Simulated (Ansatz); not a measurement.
**C2H9InSe: up Jacob's ladder to CCSD(T)**

The task here is to estimate one member of a computed series from the others.

Program: Ansatz 0.2.0, Gaussian basis. Level of theory: functionals in def2-TZVPP, the program's frozen cores in correlated methods. These are calculated values, not measurements.

Plan: LDA (SPW92), PBE-D4, revPBE-D4, BLYP-D4, r2SCAN-D4, B97M-V, PBE0-D4, B3LYP-D4, r2SCANh-D4, r2SCAN0-D4, HSE06-D4, BHLYP-D4, CAM-B3LYP-D4, LC-ωPBE, ωB97X-V, ωB97M-V, B2PLYP, PBE-QIDH; CCSD(T)/def2-SVP; CCSD(T)/def2-TZVPP; MP2/def2-QZVPP; extrapolation to the limit; RPA on PBE.

## The geometry

All runs share one geometry, relaxed beforehand with PBE0-D4 in a triple-zeta def2 set. In takes the def2 core potential; no spin-orbit term is included.

SMILES `[CH3][InH-]([CH3])[SeH2+]`, 13 atoms, charge 0, spin multiplicity 1.

Atoms are counted from 1 here; the program's logs count them from 0.

Bond lengths: C1–In2 2.168 Å, C1–H5 1.092 Å, C1–H6 1.091 Å, C1–H7 1.093 Å, In2–C3 2.170 Å, In2–Se4 3.009 Å, In2–H8 1.741 Å, C3–H9 1.093 Å, C3–H10 1.092 Å, C3–H11 1.092 Å, Se4–H12 1.468 Å, Se4–H13 1.468 Å. Angles: In2–C1–H5 111.2°, In2–C1–H6 111.3°, In2–C1–H7 109.7°, H5–C1–H6 108.9°, H5–C1–H7 107.8°, H6–C1–H7 107.8°, C1–In2–C3 119.3°, C1–In2–Se4 94.7°, C1–In2–H8 119.8°, C3–In2–Se4 95.5°, C3–In2–H8 119.2°, Se4–In2–H8 92.6°, In2–C3–H9 109.9°, In2–C3–H10 111.1°, In2–C3–H11 111.4°, H9–C3–H10 107.8°, H9–C3–H11 107.7°, H10–C3–H11 108.9° and more.

Set-up of the first run:

in.yaml reads:

```yaml
crystal:
  periodic: [false, false, false]
  atoms:
    - {symbol: C, position_ang: [-1.308684, 1.557037, -0.766943]}
    - {symbol: In, position_ang: [-0.536571, -0.459082, -0.566174]}
    - {symbol: C, position_ang: [1.598408, -0.802165, -0.748088]}
    - {symbol: Se, position_ang: [-0.570452, -0.438556, 2.442762]}
    - {symbol: H, position_ang: [-0.608720, 2.290373, -0.361688]}
    - {symbol: H, position_ang: [-2.268922, 1.665710, -0.259784]}
    - {symbol: H, position_ang: [-1.461487, 1.789824, -1.823749]}
    - {symbol: H, position_ang: [-1.625156, -1.814799, -0.646647]}
    - {symbol: H, position_ang: [1.873516, -0.880061, -1.803032]}
    - {symbol: H, position_ang: [2.167407, 0.023321, -0.315332]}
    - {symbol: H, position_ang: [1.894844, -1.731411, -0.257864]}
    - {symbol: H, position_ang: [0.249166, -1.651194, 2.555807]}
    - {symbol: H, position_ang: [0.617048, 0.416404, 2.565632]}
basis:
  gaussian: {orbitals: def2-TZVPP}
hamiltonian: {xc: lda}
output: {orbitals: {seedname: orbitals}}
```

Started as:

```sh
> ansatz run in.yaml --threads 4 --pin off --events-out ev --progress --plain --max-ram 11315MiB
```

Steps of the session up to this table: LDA; PBE-D4 (GGA); revPBE-D4 (GGA); BLYP-D4 (GGA); r2SCAN-D4 (meta-GGA); B97M-V (meta-GGA); B3LYP-D4 (hybrid); r2SCANh-D4 (hybrid); r2SCAN0-D4 (hybrid); HSE06-D4 (hybrid); BHLYP-D4 (hybrid); CAM-B3LYP-D4 (range-separated); LC-ωPBE (range-separated); ωB97X-V (range-separated); ωB97M-V (range-separated); B2PLYP (double hybrid); PBE-QIDH (double hybrid).

One of the session's tables, all rows but one given; the rest of the session is left out.

It belongs to the step «Orbital energies across the functionals». 

| functional | HOMO (eV) | gap (eV) |
| --- | --- | --- |
| LDA (SPW92) | -5.87 | 4.19 |
| PBE-D4 | -5.68 | 4.11 |
| revPBE-D4 | ? | ? |
| BLYP-D4 | -5.53 | 4.02 |
| r2SCAN-D4 | -5.90 | 4.57 |
| B97M-V | -5.94 | 4.52 |
| PBE0-D4 | -6.83 | 6.17 |
| B3LYP-D4 | -6.61 | 5.67 |
| r2SCANh-D4 | -6.33 | 5.33 |
| r2SCAN0-D4 | -6.98 | 6.48 |
| HSE06-D4 | -6.43 | 5.39 |
| BHLYP-D4 | -7.86 | 8.09 |
| CAM-B3LYP-D4 | -8.14 | 8.53 |
| LC-ωPBE | -9.50 | 11.02 |
| ωB97X-V | -9.13 | 10.50 |
| ωB97M-V | -9.02 | 10.01 |

**Question.** Estimate the row for revPBE-D4.

The run gave: HOMO (eV): -5.62; gap (eV): 4.10. In the column «HOMO (eV)» it lies between PBE-D4 (-5.68) and BLYP-D4 (-5.53).
